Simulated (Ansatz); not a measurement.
# H₄INSi (SMILES N[SiH2]I): functionals against CCSD(T) at one geometry

An exercise on one series of results from a longer session: the logs are not shown, and one member is left open.

The runs use Ansatz 0.2.0, Gaussian basis; single points in def2-TZVPP.

Correlated methods freeze the cores. Filled d shells of the heavier atoms are correlated. Core potentials replace the inner electrons past krypton, and spin-orbit coupling is left out.

## The starting structure

SMILES `N[SiH2]I`, 7 atoms, charge 0, spin multiplicity 1.

Atoms are counted from 1 here; the program's logs count them from 0.

Bond lengths: N1–Si2 1.770 Å, N1–H4 1.113 Å, N1–H5 1.140 Å, Si2–I3 2.437 Å, Si2–H6 1.576 Å, Si2–H7 1.524 Å. Angles: Si2–N1–H4 128.8°, Si2–N1–H5 116.0°, H4–N1–H5 109.9°, N1–Si2–I3 103.0°, N1–Si2–H6 105.6°, N1–Si2–H7 113.3°, I3–Si2–H6 107.2°, I3–Si2–H7 105.1°, H6–Si2–H7 121.1°.

As a file:

```xyz
7
charge 0, multiplicity 1
N    -0.9494    0.0432   -0.5055
Si    0.6260    0.1548    0.2930
I     0.8841   -2.0475    1.3047
H    -1.4080   -0.8286   -1.0239
H    -1.3577    1.0138   -0.9418
H     0.4336    1.1887    1.4669
H     1.7887    0.2813   -0.6847
```

Set-up of the first run:

run/in.yaml

```yaml
crystal:
  periodic: [false, false, false]
  atoms:
    - {symbol: N, position_ang: [-0.949400, 0.043200, -0.505500]}
    - {symbol: Si, position_ang: [0.626000, 0.154800, 0.293000]}
    - {symbol: I, position_ang: [0.884100, -2.047500, 1.304700]}
    - {symbol: H, position_ang: [-1.408000, -0.828600, -1.023900]}
    - {symbol: H, position_ang: [-1.357700, 1.013800, -0.941800]}
    - {symbol: H, position_ang: [0.433600, 1.188700, 1.466900]}
    - {symbol: H, position_ang: [1.788700, 0.281300, -0.684700]}
basis:
  gaussian: {orbitals: def2-TZVPP}
correlation: {method: ccsd_t}
output: {forces: true}
```

No record of the launch command was kept for these runs.

Steps of the session up to this table: CCSD(T)/def2-TZVPP; PBE0-D4/def2-TZVPP; wB97M-V/def2-TZVPP; r2SCAN-D4/def2-TZVPP; PBE-D4/def2-TZVPP; BLYP-D4/def2-TZVPP; LC-wPBE/def2-TZVPP.

One table of the session follows, with a row left open; its other results are not shown here.

| method | RMS force component (eV/Å) | angle to CCSD(T) forces (°) | dipole (D) |
| --- | --- | --- | --- |
| CCSD(T) | 1.452 | reference | 2.20 |
| PBE0-D4 | 1.473 | 2.6 | 2.26 |
| wB97M-V | ? | ? | ? |
| r2SCAN-D4 | 1.433 | 2.4 | 2.24 |
| PBE-D4 | 1.327 | 4.0 | 2.14 |
| BLYP-D4 | 1.320 | 5.8 | 2.13 |
| LC-wPBE | 1.528 | 3.7 | 2.37 |

Q: Estimate the row for wB97M-V from the others.

**Answer.** RMS force component (eV/Å): 1.475; angle to CCSD(T) forces (°): 1.6; dipole (D): 2.32. In the column «RMS force component (eV/Å)» it lies between PBE0-D4 (1.473) and LC-wPBE (1.528).
